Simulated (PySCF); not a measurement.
# [HfOF3]−: other functionals and bases at one geometry

Aim: see how levels, charges and forces of [HfOF3]− depend on the level of theory. The structure is generated, not taken from experiment.

Method: several levels, as the steps say, no spin–orbit coupling; program: PySCF 2.14.0.

4 further runs of the same task are left out: 2 for a known fault of the program, 2 that didn't finish.

## (1) Where the work starts

5 atoms, charge -1, spin multiplicity 1.

Bond lengths: Hf1–O2 1.822 Å, Hf1–F3 1.987 Å, Hf1–F4 1.989 Å, Hf1–F5 1.987 Å. Angles: O2–Hf1–F3 109.2°, O2–Hf1–F4 108.6°, O2–Hf1–F5 109.2°, F3–Hf1–F4 111.1°, F3–Hf1–F5 107.5°, F4–Hf1–F5 111.1°.

As a file:

```xyz
5
charge -1, multiplicity 1
Hf   -0.0598    0.0000    0.0614
O     1.4442    0.0000    1.0899
F    -0.0486    1.6027   -1.1134
F    -1.6483    0.0000    1.2583
F    -0.0486   -1.6027   -1.1134
```

Formal oxidation states: Hf +4. An earlier session relaxed this geometry at PBE, Hf def2-SVP with ECP60, O def2-SVP, F def2-SVP (singlet, point group Cs).

At PBE on the finer grid: E = -422.522685 Eh, HOMO -1.01 eV, LUMO 3.40 eV, Mulliken charge on Hf1 +0.67 e, largest force component 0.055 eV/Å. 

Levels to run: BP86; TPSSh; r2SCAN; CAM-B3LYP; PBE, TZVP; PBE, x2c-SVP. Hardware: 2 threads of Arm Neoverse V1, shared host.

## (2) BP86

Input file run.py (the lines that set the calculation):

```python
mol = gto.M(atom='''
Hf    -0.05980     0.00000     0.06143
O      1.44420     0.00000     1.08991
F     -0.04856     1.60273    -1.11343
F     -1.64833     0.00000     1.25826
F     -0.04856    -1.60273    -1.11343''',
    basis={'Hf': 'def2-SVP', 'O': 'def2-SVP', 'F': 'def2-SVP'},
    ecp={'Hf': 'def2-SVP'},
    charge=-1, spin=0)
mf = dft.RKS(mol, xc='B88,P86')
mf.grids.atom_grid = (75, 302)
mf = mf.density_fit()  # fitting sets: Hf def2-universal-JKFIT, O def2-universal-JKFIT, F def2-universal-JKFIT
mf.conv_tol = 1e-08; mf.max_cycle = 55
mf.kernel(dm0)  # dm0: the density of the relaxed state
```

Started as:

```
> OMP_NUM_THREADS=2 python run.py
```

What it wrote:

```text
init E= -422.939126664689
  HOMO = -0.0419723883114781  LUMO = 0.129145837941834  gap/eV = 4.65636
cycle= 1 E= -422.939246552295  delta_E= -0.00012  |g|= 0.00665  |ddm|= 0.0516
  HOMO = -0.0388455741814876  LUMO = 0.130440627296778  gap/eV = 4.60651
cycle= 2 E= -422.939170191918  delta_E= 7.64e-05  |g|= 0.0206  |ddm|= 0.0181
  HOMO = -0.0404550293735226  LUMO = 0.130450090344027  gap/eV = 4.65057
cycle= 3 E= -422.939251145815  delta_E= -8.1e-05  |g|= 0.00406  |ddm|= 0.0158
  HOMO = -0.0403262661254548  LUMO = 0.130356989007776  gap/eV = 4.64453
cycle= 4 E= -422.939254490147  delta_E= -3.34e-06  |g|= 0.000976  |ddm|= 0.00338
  HOMO = -0.0403987702408818  LUMO = 0.130339094957989  gap/eV = 4.64601
cycle= 5 E= -422.939254680919  delta_E= -1.91e-07  |g|= 0.000127  |ddm|= 0.000881
  HOMO = -0.0403954132607364  LUMO = 0.130345123389564  gap/eV = 4.64609
cycle= 6 E= -422.939254684703  delta_E= -3.78e-09  |g|= 1.39e-05  |ddm|= 0.000114
  HOMO = -0.0403971561014524  LUMO = 0.130346115727072  gap/eV = 4.64616
Extra cycle  E= -422.939254684519  delta_E= 1.84e-10  |g|= 3.29e-05  |ddm|= 3.44e-05
converged SCF energy = -422.939254684519
```

Run time: 3 s. Hardware: 2 threads of Arm Neoverse V1, shared host.

It gives: E = -422.939255 Eh, HOMO -1.10 eV, LUMO 3.55 eV, Mulliken charge on Hf1 +0.69 e, largest force component 0.073 eV/Å. 

## (3) TPSSh

run.py (the lines that set the calculation), as its differences from that of step 2:

```diff
@@ -9,3 +9,3 @@
     charge=-1, spin=0)
-mf = dft.RKS(mol, xc='B88,P86')
+mf = dft.RKS(mol, xc='TPSSH')
 mf.grids.atom_grid = (75, 302)
```

Started as:

```
> OMP_NUM_THREADS=2 python run.py
```

What it wrote:

```text
init E= -422.825458875351
  HOMO = -0.0668719507658085  LUMO = 0.141342977323159  gap/eV = 5.66582
cycle= 1 E= -422.82479198359  delta_E= 0.000667  |g|= 0.142  |ddm|= 0.259
  HOMO = -0.0396503827019975  LUMO = 0.139118450046418  gap/eV = 4.86455
cycle= 2 E= -422.794077930852  delta_E= 0.0307  |g|= 0.414  |ddm|= 0.401
  HOMO = -0.0662440264322025  LUMO = 0.141667788052644  gap/eV = 5.65757
cycle= 3 E= -422.828048361722  delta_E= -0.034  |g|= 0.0684  |ddm|= 0.308
  HOMO = -0.0605396018990899  LUMO = 0.141470094697233  gap/eV = 5.49696
cycle= 4 E= -422.828955388024  delta_E= -0.000907  |g|= 0.00431  |ddm|= 0.0472
  HOMO = -0.0601622926919422  LUMO = 0.141681193272969  gap/eV = 5.49244
cycle= 5 E= -422.828959437517  delta_E= -4.05e-06  |g|= 0.00101  |ddm|= 0.005
  HOMO = -0.0603311069232284  LUMO = 0.14163831181256  gap/eV = 5.49587
cycle= 6 E= -422.828959645053  delta_E= -2.08e-07  |g|= 0.000177  |ddm|= 0.00103
  HOMO = -0.0603475039769912  LUMO = 0.141640628656877  gap/eV = 5.49638
cycle= 7 E= -422.828959651168  delta_E= -6.11e-09  |g|= 7.56e-05  |ddm|= 0.000151
  HOMO = -0.0603546790783213  LUMO = 0.141641803674798  gap/eV = 5.49660
Extra cycle  E= -422.828959647923  delta_E= 3.24e-09  |g|= 0.000155  |ddm|= 0.000146
converged SCF energy = -422.828959647923
```

Run time: 4.1 s. Hardware: 2 threads of Arm Neoverse V1, shared host.

Read off: E = -422.828960 Eh, HOMO -1.64 eV, LUMO 3.85 eV, Mulliken charge on Hf1 +0.89 e, largest force component 0.230 eV/Å. 

## (4) r2SCAN

run.py (the lines that set the calculation), as its differences from that of step 3:

```diff
@@ -9,3 +9,3 @@
     charge=-1, spin=0)
-mf = dft.RKS(mol, xc='TPSSH')
+mf = dft.RKS(mol, xc='R2SCAN')
 mf.grids.atom_grid = (75, 302)
```

Started as:

```
> OMP_NUM_THREADS=2 python run.py
```

What it wrote:

```text
init E= -422.713034596634
  HOMO = -0.0554578373704082  LUMO = 0.143471277162377  gap/eV = 5.41314
cycle= 1 E= -422.712036546693  delta_E= 0.000998  |g|= 0.144  |ddm|= 0.295
  HOMO = -0.0293739434669495  LUMO = 0.144002680196902  gap/eV = 4.71782
cycle= 2 E= -422.67708719278  delta_E= 0.0349  |g|= 0.438  |ddm|= 0.417
  HOMO = -0.0551402013322528  LUMO = 0.146332279136615  gap/eV = 5.48235
cycle= 3 E= -422.714970397529  delta_E= -0.0379  |g|= 0.0822  |ddm|= 0.332
  HOMO = -0.0487502870467031  LUMO = 0.146014642396356  gap/eV = 5.29982
cycle= 4 E= -422.716310128246  delta_E= -0.00134  |g|= 0.00438  |ddm|= 0.0571
  HOMO = -0.048541240563258  LUMO = 0.146192870582919  gap/eV = 5.29899
cycle= 5 E= -422.716314211299  delta_E= -4.08e-06  |g|= 0.000898  |ddm|= 0.004
  HOMO = -0.0486885249266459  LUMO = 0.146148768870901  gap/eV = 5.30179
cycle= 6 E= -422.716314374859  delta_E= -1.64e-07  |g|= 0.000229  |ddm|= 0.000895
  HOMO = -0.0487019922175347  LUMO = 0.146150849548789  gap/eV = 5.30222
cycle= 7 E= -422.716314385042  delta_E= -1.02e-08  |g|= 9.55e-05  |ddm|= 0.000173
  HOMO = -0.0487063113751388  LUMO = 0.146152246239893  gap/eV = 5.30237
cycle= 8 E= -422.716314386859  delta_E= -1.82e-09  |g|= 7.6e-06  |ddm|= 7.43e-05
  HOMO = -0.0487056106059908  LUMO = 0.146151732840167  gap/eV = 5.30234
Extra cycle  E= -422.716314386794  delta_E= 6.51e-11  |g|= 1.88e-05  |ddm|= 2.02e-05
converged SCF energy = -422.716314386794
```

Run time: 4.5 s. Hardware: 2 threads of Arm Neoverse V1, shared host.

Read off: E = -422.716314 Eh, HOMO -1.33 eV, LUMO 3.98 eV, Mulliken charge on Hf1 +0.90 e, largest force component 0.340 eV/Å. 

## (5) CAM-B3LYP

run.py (the lines that set the calculation), as its differences from that of step 4:

```diff
@@ -9,3 +9,3 @@
     charge=-1, spin=0)
-mf = dft.RKS(mol, xc='R2SCAN')
+mf = dft.RKS(mol, xc='CAMB3LYP')
 mf.grids.atom_grid = (75, 302)
```

Started as:

```
> OMP_NUM_THREADS=2 python run.py
```

What it wrote:

```text
init E= -422.713052218357
  HOMO = -0.150919395047831  LUMO = 0.171395924953291  gap/eV = 8.77065
cycle= 1 E= -422.715833796778  delta_E= -0.00278  |g|= 0.161  |ddm|= 0.286
  HOMO = -0.121761725327559  LUMO = 0.166580886291388  gap/eV = 7.84620
cycle= 2 E= -422.704005973977  delta_E= 0.0118  |g|= 0.295  |ddm|= 0.326
  HOMO = -0.150104312235061  LUMO = 0.169175024976482  gap/eV = 8.68803
cycle= 3 E= -422.720432016723  delta_E= -0.0164  |g|= 0.0397  |ddm|= 0.213
  HOMO = -0.144671141829867  LUMO = 0.169165103387545  gap/eV = 8.53992
cycle= 4 E= -422.720719101453  delta_E= -0.000287  |g|= 0.00632  |ddm|= 0.0271
  HOMO = -0.144308967415618  LUMO = 0.169480332278777  gap/eV = 8.53864
cycle= 5 E= -422.720725252031  delta_E= -6.15e-06  |g|= 0.00146  |ddm|= 0.00515
  HOMO = -0.144380176742025  LUMO = 0.169434165295534  gap/eV = 8.53932
cycle= 6 E= -422.720725791301  delta_E= -5.39e-07  |g|= 0.000105  |ddm|= 0.00192
  HOMO = -0.14438044061863  LUMO = 0.169435595288324  gap/eV = 8.53937
cycle= 7 E= -422.720725799025  delta_E= -7.72e-09  |g|= 3.47e-05  |ddm|= 0.000247
  HOMO = -0.144379731843977  LUMO = 0.169435827582973  gap/eV = 8.53936
Extra cycle  E= -422.720725799617  delta_E= -5.91e-10  |g|= 3.57e-05  |ddm|= 7.59e-05
converged SCF energy = -422.720725799617
```

It took 3.7 s on 2 threads of Arm Neoverse V1, shared host.

It gives: E = -422.720726 Eh, HOMO -3.93 eV, LUMO 4.61 eV, Mulliken charge on Hf1 +0.88 e, largest force component 0.657 eV/Å. 

## (6) PBE, TZVP

Basis: Hf def2-TZVP with ECP60, O def2-TZVP, F def2-TZVP. 

Input file run.py (the lines that set the calculation):

```python
mol = gto.M(atom='''
Hf    -0.05980     0.00000     0.06143
O      1.44420     0.00000     1.08991
F     -0.04856     1.60273    -1.11343
F     -1.64833     0.00000     1.25826
F     -0.04856    -1.60273    -1.11343''',
    basis={'Hf': 'def2-TZVP', 'O': 'def2-TZVP', 'F': 'def2-TZVP'},
    ecp={'Hf': 'def2-TZVP'},
    charge=-1, spin=0)
mf = dft.RKS(mol, xc='PBE')
mf.grids.atom_grid = (75, 302)
mf = mf.density_fit()  # fitting sets: Hf def2-universal-JKFIT, O def2-universal-JKFIT, F def2-universal-JKFIT
mf.conv_tol = 1e-08; mf.max_cycle = 55
mf.kernel(dm0)  # dm0: free metal ions and neutral atoms
```

Started as:

```
> OMP_NUM_THREADS=2 python run.py
```

What it wrote:

```text
init E= -438.185197233858
  HOMO = 0.0987326257008488  LUMO = 0.148336292649677  gap/eV = 1.34978
cycle= 1 E= -418.665846969122  delta_E= 19.5  |g|= 5.28  |ddm|= 3.24
  HOMO = -0.00275742023849033  LUMO = 0.0694930297294079  gap/eV = 1.96603
cycle= 2 E= -415.682261906809  delta_E= 2.98  |g|= 7.34  |ddm|= 4.76
  HOMO = 0.0965207227848843  LUMO = 0.117683344424704  gap/eV = 0.57586
cycle= 3 E= -421.821583853571  delta_E= -6.14  |g|=  2.3  |ddm|= 3.03
  HOMO = -0.134978772440981  LUMO = 0.104752645684552  gap/eV = 6.52342
cycle= 4 E= -421.962594037792  delta_E= -0.141  |g|= 2.34  |ddm|=  2.6
  HOMO = -0.10426408739887  LUMO = 0.11149105964299  gap/eV = 5.87100
cycle= 5 E= -422.981185829719  delta_E= -1.02  |g|= 0.248  |ddm|= 0.99
  HOMO = -0.026071078847019  LUMO = 0.122060236396795  gap/eV = 4.03086
cycle= 6 E= -422.99515662954  delta_E= -0.014  |g|= 0.149  |ddm|= 0.327
  HOMO = -0.0385328243515207  LUMO = 0.122703043367288  gap/eV = 4.38745
cycle= 7 E= -422.999593109513  delta_E= -0.00444  |g|= 0.0426  |ddm|= 0.0706
  HOMO = -0.0412704358921709  LUMO = 0.122361918112642  gap/eV = 4.45266
cycle= 8 E= -422.999891196822  delta_E= -0.000298  |g|= 0.0184  |ddm|= 0.0173
  HOMO = -0.0426013102825077  LUMO = 0.122345867538961  gap/eV = 4.48844
cycle= 9 E= -422.999943262046  delta_E= -5.21e-05  |g|= 0.00996  |ddm|= 0.00897
  HOMO = -0.0430776291384223  LUMO = 0.122329468381928  gap/eV = 4.50096
cycle= 10 E= -422.999959773578  delta_E= -1.65e-05  |g|= 0.00134  |ddm|= 0.00461
  HOMO = -0.0431907383182777  LUMO = 0.122297838704792  gap/eV = 4.50317
cycle= 11 E= -422.999960046562  delta_E= -2.73e-07  |g|= 0.000486  |ddm|= 0.000701
  HOMO = -0.0432182332464568  LUMO = 0.122305333541924  gap/eV = 4.50413
cycle= 12 E= -422.999960094588  delta_E= -4.8e-08  |g|= 9.43e-05  |ddm|= 0.000316
  HOMO = -0.0432179287681031  LUMO = 0.122302940731906  gap/eV = 4.50405
cycle= 13 E= -422.999960096773  delta_E= -2.19e-09  |g|= 6.93e-06  |ddm|= 7.34e-05
  HOMO = -0.0432195473826686  LUMO = 0.122302847813604  gap/eV = 4.50409
Extra cycle  E= -422.999960096695  delta_E= 7.79e-11  |g|= 2.15e-05  |ddm|= 1.32e-05
converged SCF energy = -422.999960096695
```

Run time: 9.7 s. Hardware: 2 threads of Arm Neoverse V1, shared host.

It gives: E = -422.999960 Eh, HOMO -1.18 eV, LUMO 3.33 eV, Mulliken charge on Hf1 +1.22 e, largest force component 0.370 eV/Å. 

## (7) PBE, x2c-SVP

Basis: Hf x2c-SVPall, O x2c-SVPall, F x2c-SVPall. All electrons are treated, with the spin-free X2C Hamiltonian.

Input file run.py (the lines that set the calculation):

```python
mol = gto.M(atom='''
Hf    -0.05980     0.00000     0.06143
O      1.44420     0.00000     1.08991
F     -0.04856     1.60273    -1.11343
F     -1.64833     0.00000     1.25826
F     -0.04856    -1.60273    -1.11343''',
    basis={'Hf': 'x2c-SVPall', 'O': 'x2c-SVPall', 'F': 'x2c-SVPall'},
    nucmod='G',
    charge=-1, spin=0)
mf = dft.RKS(mol, xc='PBE')
mf.grids.atom_grid = (99, 590)
mf = mf.density_fit()  # fitting sets: Hf AutoAux, O AutoAux, F AutoAux
mf = mf.sfx2c1e()
mf.conv_tol = 1e-08; mf.max_cycle = 55
mf.kernel(dm0)  # dm0: free metal ions and neutral atoms
```

Started as:

```
> OMP_NUM_THREADS=2 python run.py
```

What it wrote:

```text
init E= -15468.6178769364
  HOMO = 0.122538301030245  LUMO = 0.150441925062454  gap/eV = 0.75930
cycle= 1 E= -15448.2923807653  delta_E= 20.3  |g|= 5.03  |ddm|= 5.14
  HOMO = 0.241690008327136  LUMO = 0.242969471692688  gap/eV = 0.03482
cycle= 2 E= -15333.7535251112  delta_E=  115  |g|= 25.2  |ddm|= 11.3
  HOMO = -0.104194179753409  LUMO = -0.00118768068668196  gap/eV = 2.80295
cycle= 3 E= -15447.9835242821  delta_E= -114  |g|= 5.23  |ddm|=   10
  HOMO = -0.0178413336357123  LUMO = 0.102610010054388  gap/eV = 3.27765
cycle= 4 E= -15452.7730614969  delta_E= -4.79  |g|= 0.353  |ddm|=  3.1
  HOMO = -0.102175112976493  LUMO = 0.111106998827358  gap/eV = 5.80370
cycle= 5 E= -15452.7608349378  delta_E= 0.0122  |g|= 0.515  |ddm|= 0.849
  HOMO = -0.0495533900307663  LUMO = 0.112949457838566  gap/eV = 4.42193
cycle= 6 E= -15452.8080917993  delta_E= -0.0473  |g|= 0.207  |ddm|= 0.422
  HOMO = -0.0487841099778043  LUMO = 0.116660236934743  gap/eV = 4.50197
cycle= 7 E= -15452.8166719966  delta_E= -0.00858  |g|= 0.0563  |ddm|= 0.168
  HOMO = -0.0459537188978052  LUMO = 0.11530735400869  gap/eV = 4.38814
cycle= 8 E= -15452.8173369703  delta_E= -0.000665  |g|= 0.015  |ddm|= 0.0486
  HOMO = -0.0462269708091042  LUMO = 0.115258317539878  gap/eV = 4.39424
cycle= 9 E= -15452.8173675918  delta_E= -3.06e-05  |g|= 0.00781  |ddm|= 0.0101
  HOMO = -0.0465555800758407  LUMO = 0.11523557940135  gap/eV = 4.40256
cycle= 10 E= -15452.8173786207  delta_E= -1.1e-05  |g|= 0.00159  |ddm|= 0.00527
  HOMO = -0.0464912730559548  LUMO = 0.115240247106238  gap/eV = 4.40094
cycle= 11 E= -15452.8173790844  delta_E= -4.64e-07  |g|= 0.000313  |ddm|= 0.00127
  HOMO = -0.0464471820871311  LUMO = 0.115245439633533  gap/eV = 4.39988
cycle= 12 E= -15452.8173790977  delta_E= -1.34e-08  |g|= 0.000135  |ddm|= 0.000325
  HOMO = -0.046448224546399  LUMO = 0.115249094532762  gap/eV = 4.40001
cycle= 13 E= -15452.8173791015  delta_E= -3.81e-09  |g|= 2.38e-05  |ddm|= 0.000113
  HOMO = -0.0464560867681691  LUMO = 0.115248974588209  gap/eV = 4.40022
Extra cycle  E= -15452.8173791006  delta_E= 9.42e-10  |g|= 7.32e-05  |ddm|= 6.6e-05
converged SCF energy = -15452.8173791006
```

Run time: 21 s. Hardware: 2 threads of Arm Neoverse V1, shared host.

Read off: E = -15452.817379 Eh, HOMO -1.26 eV, LUMO 3.14 eV, Mulliken charge on Hf1 +0.74 e, largest force component 0.871 eV/Å. 

## (8) Results

| level | state | HOMO (eV) | gap (eV) | charge on Hf1 (e) | dipole (D) | largest force (eV/Å) | basis functions | time |
| --- | --- | --- | --- | --- | --- | --- | --- | --- |
| PBE (relaxed here) | singlet | -1.01 | 4.42 | 0.67 | 2.71 | 0.05 | 88 | 6.3 s |
| BP86 | singlet | -1.10 | 4.65 | 0.69 | 2.72 | 0.07 | 88 | 3 s |
| TPSSh | singlet | -1.64 | 5.50 | 0.89 | 2.86 | 0.23 | 88 | 4.1 s |
| r2SCAN | singlet | -1.33 | 5.30 | 0.90 | 2.80 | 0.34 | 88 | 4.5 s |
| CAM-B3LYP | singlet | -3.93 | 8.54 | 0.88 | 3.01 | 0.66 | 88 | 3.7 s |
| PBE, TZVP | singlet | -1.18 | 4.50 | 1.22 | 2.77 | 0.37 | 164 | 9.7 s |
| PBE, x2c-SVP | singlet | -1.26 | 4.40 | 0.74 | 2.74 | 0.87 | 122 | 21 s |

Times are on 2 threads of Arm Neoverse V1, shared host; the first row also made further properties. The dipole of a charged species depends on the origin, so these sizes hold for this origin alone.

In one basis the HOMO–LUMO gap runs from 4.42 eV (PBE) to 8.54 eV (CAM-B3LYP). The largest leftover force, 0.87 eV/Å with PBE, x2c-SVP, stands at a geometry relaxed at another level. The Mulliken charge on Hf spans +0.67 to +1.22 e over the levels. Total energies of different levels can't be compared. Spin–orbit coupling is left out throughout.
